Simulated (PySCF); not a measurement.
# C4H7FN2: the cost of one run

Computed with PySCF 2.14.0. Level: levels as typed in each script, gas phase, geometry from GFN2-xTB.

## Step 1: Starting geometry

SMILES `CN1CC(F)C=N1`, 14 atoms, charge 0, spin multiplicity 1.

Bond lengths: C1–N2 1.436 Å, C1–H8 1.087 Å, C1–H9 1.090 Å, C1–H10 1.097 Å, N2–C3 1.466 Å, N2–N7 1.337 Å, C3–C4 1.533 Å, C3–H11 1.091 Å, C3–H12 1.096 Å, C4–F5 1.386 Å, C4–C6 1.512 Å, C4–H13 1.096 Å, C6–N7 1.273 Å, C6–H14 1.070 Å. Angles: N2–C1–H8 107.9°, N2–C1–H9 109.2°, N2–C1–H10 112.2°, H8–C1–H9 109.5°, H8–C1–H10 109.0°, H9–C1–H10 109.0°, C1–N2–C3 119.9°, C1–N2–N7 118.1°, C3–N2–N7 111.1°, N2–C3–C4 103.2°, N2–C3–H11 109.9°, N2–C3–H12 111.1°, C4–C3–H11 113.1°, C4–C3–H12 110.1°, H11–C3–H12 109.4°, C3–C4–F5 111.7°, C3–C4–C6 100.7°, C3–C4–H13 114.0° and more.

As a file:

```xyz
14
charge 0, multiplicity 1
C    -2.3390   -0.3734    0.3301
N    -1.0864    0.0121   -0.2567
C    -0.0099   -0.9731   -0.3957
C     1.2573   -0.1099   -0.3835
F     2.1550   -0.5311    0.5847
C     0.6710    1.2451   -0.0584
N    -0.5981    1.2209    0.0400
H    -2.9665    0.5123    0.3894
H    -2.8193   -1.1178   -0.3050
H    -2.2137   -0.7903    1.3373
H    -0.1377   -1.5336   -1.3227
H    -0.0003   -1.6688    0.4515
H     1.8161   -0.1260   -1.3261
H     1.2414    2.1410    0.0755
```

## Step 2: Response to an electric field (PBE0/def2-svpd)

Contents of input.py:

```python
import numpy as np
from pyscf import gto, scf, dft
from pyscf.scf import atom_ks, atom_hf
from scipy.linalg import block_diag

def solve(mol, dm0=None, hcore=None):
    mf = (dft.UKS if mol.spin else dft.RKS)(mol, xc='pbe0')
    mf.grids.level = 3
    mf = mf.density_fit(auxbasis='def2-universal-jkfit')
    mf.conv_tol, mf.max_cycle = 1e-8, 80
    if hcore is not None:
        mf.get_hcore = lambda *args: hcore
    mf.kernel(dm0)
    if not mf.converged:
        mf = mf.newton().run(mf.mo_coeff, mf.mo_occ, max_cycle=30)
    assert mf.converged, 'SCF not converged'
    return mf

mol = gto.M(atom='''
C     -2.33896    -0.37344     0.33015
N     -1.08645     0.01215    -0.25674
C     -0.00993    -0.97308    -0.39574
C      1.25732    -0.10994    -0.38350
F      2.15504    -0.53106     0.58472
C      0.67097     1.24508    -0.05840
N     -0.59807     1.22086     0.03999
H     -2.96655     0.51234     0.38936
H     -2.81933    -1.11779    -0.30499
H     -2.21369    -0.79035     1.33732
H     -0.13766    -1.53356    -1.32274
H     -0.00035    -1.66881     0.45146
H      1.81607    -0.12600    -1.32609
H      1.24139     2.14099     0.07549
''', basis='def2-svpd', charge=0, spin=0, verbose=4)
field = np.array([0.0, 0.004, 0.0])  # atomic units
mol.set_common_orig(mol.atom_charges() @ mol.atom_coords() / mol.atom_charges().sum())
mf = solve(mol)
out = dict(dm0=mf.make_rdm1(), d0=mf.dip_moment(unit='AU'), e0=mf.e_tot)
for name, sign in (('p', 1), ('m', -1)):
    h = mf.get_hcore() + sign * np.einsum('x,xij->ij', field, mol.intor('int1e_r'))
    mi = solve(mol, mf.make_rdm1(), h)
    out.update({'dm' + name: mi.make_rdm1(), 'd' + name: mi.dip_moment(unit='AU'), 'e' + name: mi.e_tot})
# spherically averaged free atoms, for the promolecule
atm = atom_ks.get_atm_nrks(mol, xc='pbe0')
pro = block_diag(*[(atm[a[0]][2] * atm[a[0]][3]) @ atm[a[0]][2].T for a in mol._atom])
np.savez('result.npz', pro=pro, **out)
```

The run is started by

```sh
> OMP_NUM_THREADS=1 python input.py
```

**Question.** How long does this run take on 1 thread of Intel Xeon at 2.50GHz (Skylake/Cascade Lake), shared host, and how much memory does it need?

About 2.2 min, with a peak of 0.98 GiB.
